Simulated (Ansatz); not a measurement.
**Lithium, omega (AlB2-type) under LDA: structure, energy and stiffness**

What does LDA give for lithium in the omega (AlB2-type) structure? We relax it, solve it on a dense k-mesh, then scale the cell to 7 volumes from 88 to 112 % of the relaxed one and try a fit of the equation of state. Spin polarisation is left out. The k-meshes are 7×7×10 for the relaxation; 10×10×15 for the dense run; 9×9×13 for the volumes.

Method: DFT LDA (PW92), plane waves (420 eV) with PAW, scalar-relativistic; PBE-made PAW files, in Ansatz 0.2.0.

## (1) Starting point

It takes space group P6/mmm (No. 191, hexagonal). Conventional cell: a = 4.961 Å, b = 4.961 Å, c = 3.041 Å, α = 90.00°, β = 90.00°, γ = 120.00°. Around Li (site symmetry 6/mmm) lie 14 Li at 3.04 to 3.24 Å. Li (site symmetry -6m2) has 11 Li at 2.86 to 3.24 Å as nearest neighbours.

Structure file:

```cif
data_structure
_symmetry_space_group_name_H-M 'P 1'
_symmetry_Int_Tables_number 1
_cell_length_a 4.9612
_cell_length_b 4.9612
_cell_length_c 3.0412
_cell_angle_alpha 90.000
_cell_angle_beta 90.000
_cell_angle_gamma 120.000
_cell_volume 64.83
loop_
_atom_site_label
_atom_site_type_symbol
_atom_site_fract_x
_atom_site_fract_y
_atom_site_fract_z
_atom_site_occupancy
Li1 Li 0.00000 0.00000 0.00000 1
Li2 Li 0.33333 0.66667 0.50000 1
Li3 Li 0.66667 0.33333 0.50000 1
```

## (2) Relaxing cell and atoms

The input, input.yaml:

```yaml
crystal:
  lattice:
    - [4.9612054717, 0.0, 0.0]
    - [-2.4806027358, 4.2965299719, 0.0]
    - [0.0, 0.0, 3.0412189541]
  atoms:
    - { symbol: Li, position: [0.0, 0.0, 0.0] }
    - { symbol: Li, position: [0.3333333333, 0.6666666667, 0.5] }
    - { symbol: Li, position: [0.6666666667, 0.3333333333, 0.5] }
hamiltonian:
  xc: lda
  pseudopotentials:
    kind: paw
    azcp:
      Li: "pseudopotentials/Li.paw.azcp"
basis:
  ecutwfc: 420
  fft_grid_basis: typed
kpoints:
  mp_grid: { grid: [7, 7, 10], shift: [0, 0, 0] }
magnetization:
  spin_polarized: false
scf:
  occupations: { method: fermi_dirac, width: 0.1 }
relax:
  max_steps: 60
  f_tol: 0.01
  cell: {}
```

On the command line:

```console
> ansatz run input.yaml --threads 2 --pin off --max-ram 5120MiB --backend cpu --events-out ev --progress --plain --runs-dir out
```

Further steps of the session: The energy on a finer k-mesh; Volume × 0.88; Volume × 0.92; Volume × 0.96; Volume × 1.0; Volume × 1.04; Volume × 1.08; Volume × 1.12.

**Question.** What will these runs give? Wanted: space group; conventional cell; volume; shortest distance; gap on the mesh; relative to bcc; V₀, B₀, B₀′.

As calculated:

| quantity | value |
| --- | --- |
| space group (spins left aside) | P6/mmm (No. 191) |
| conventional cell | a = 4.828 Å, c = 2.818 Å (c/a = 0.584) |
| volume | 18.968 Å³/atom |
| shortest distance | 2.788 Å |
| gap on the mesh | none (levels filled in part) |
| relative to bcc | +11 meV/atom |
| V₀, B₀, B₀′ | 19.002 Å³/atom, 14.9 GPa, 3.4 |

The relaxation shrank the cell by 12.2 % in volume. Against the reference form of lithium (bcc, computed apart with the same settings) it stands 11 meV/atom higher. Levels at the Fermi energy are filled in part, as in a metal. B₀ comes out at 14.9 GPa, a soft solid; letting shape and positions relax at each volume could only lower it. Relaxation kept the symmetry; phonons were not checked.
